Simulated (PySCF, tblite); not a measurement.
**C₅H₁₀BClS: geometry, infrared bands and NMR shifts**

Wanted: the infrared bands and NMR shifts of C₅H₁₀BClS (`CC1(C)CSCB1Cl`), by calculation.

Computed with tblite 0.8.0 and PySCF 2.14.0, with density-fitted response routines of our own, on a single molecule in the gas phase. Atoms count from 0, in the outputs and in this text.

**1. The molecule as given**

18 atoms, charge 0, multiplicity 1; geometry from: force field or distance geometry start.

Bonds of the start (Å): C0–C1 1.53, C1–C2 1.54, C1–C3 1.54, C3–S4 1.82, S4–C5 1.82, C5–B6 1.57, B6–Cl7 1.84, B6–C1 1.59, C0–H8 1.11, C0–H9 1.12, C0–H10 1.11, C2–H11 1.12, C2–H12 1.11, C2–H13 1.12, C3–H14 1.11, C3–H15 1.13, C5–H16 1.12, C5–H17 1.11.

**2. Geometry optimisation with GFN2-xTB**

The job: settings as JSON, then the geometry in Å.

```
{"job": {"kind": "relax", "xc": "GFN2-xTB", "basis": "xTB"}, "charge": 0, "multiplicity": 1}
C     -1.141800    -0.657500    -1.086600
C     -0.365800    -0.077800     0.096900
C     -1.321500     0.445500     1.180000
C      0.575900    -1.140100     0.694800
S      2.149600    -1.173100    -0.218900
C      2.113800     0.623100    -0.521000
B      0.615200     1.073100    -0.396500
Cl     0.013500     2.654800    -1.125900
H     -1.785700     0.125000    -1.546500
H     -1.813400    -1.485300    -0.745400
H     -0.467300    -1.054300    -1.867000
H     -1.957500    -0.383600     1.576500
H     -0.782600     0.908300     2.035900
H     -2.004600     1.217500     0.744300
H      0.109600    -2.148600     0.687200
H      0.820900    -0.907400     1.773700
H      2.734700     1.152000     0.244500
H      2.498300     0.834700    -1.537500
```

Launch:

```bash
OMP_NUM_THREADS=1 python probes_run.py task.json out
```

One launch serves the whole session: the jobs run in the order shown.

**Question.** This job is followed by: GFN2-xTB harmonic vibrations, gas phase; GIAO PBE0/pcSseg-1 NMR shielding, non-relativistic, gas phase. Predict these results of the whole session: strongest single infrared mode (GFN2-xTB); zero-point energy (GFN2-xTB); 13C shifts against TMS (PBE0/pcSseg-1, means over atoms taken as alike); 1H shifts against TMS (PBE0/pcSseg-1, means over atoms taken as alike); 33S shifts against CS2 (PBE0/pcSseg-1); 11B shifts against BF3·OEt2 (PBE0/pcSseg-1); 35Cl shifts against HCl (PBE0/pcSseg-1); surface potential, 1st and 99th percentile.

As calculated:

```
                                                               quantity                       value
                              strongest single infrared mode (GFN2-xTB)        951 cm⁻¹, 132 km/mol
                                           zero-point energy (GFN2-xTB)               89.4 kcal/mol
13C shifts against TMS (PBE0/pcSseg-1, means over atoms taken as alike)  52.1, 42.9, 33.5, 24.7 ppm
 1H shifts against TMS (PBE0/pcSseg-1, means over atoms taken as alike)        2.70, 2.66, 1.09 ppm
                                 33S shifts against CS2 (PBE0/pcSseg-1)                     -37 ppm
                            11B shifts against BF3·OEt2 (PBE0/pcSseg-1)                    80.5 ppm
                                35Cl shifts against HCl (PBE0/pcSseg-1)                     227 ppm
                                  surface potential, 1st and 99th percentile          -1.10 V and 1.21 V
```

**Reading.** Over 71 steps the energy fell by 0.368 eV; of the close pairs, B6–Cl7 changed most, 1.843 to 1.692 Å. No mode is imaginary among the 48: a minimum at this level. The strongest single mode, at 951 cm⁻¹, moves mainly B6. Unscaled tight-binding wavenumbers are off by several per cent, some by more. Its intensities can rank the bands wrongly. At PBE0/pcSseg-1: The largest span, 662 ppm, is at Cl7, where the paramagnetic term is -425 ppm. At PBE0/pcSseg-1, counted by nearest atom on the grid, the HOMO lies on S4 77 %, the LUMO on B6 56 %; Cl7 13 %.
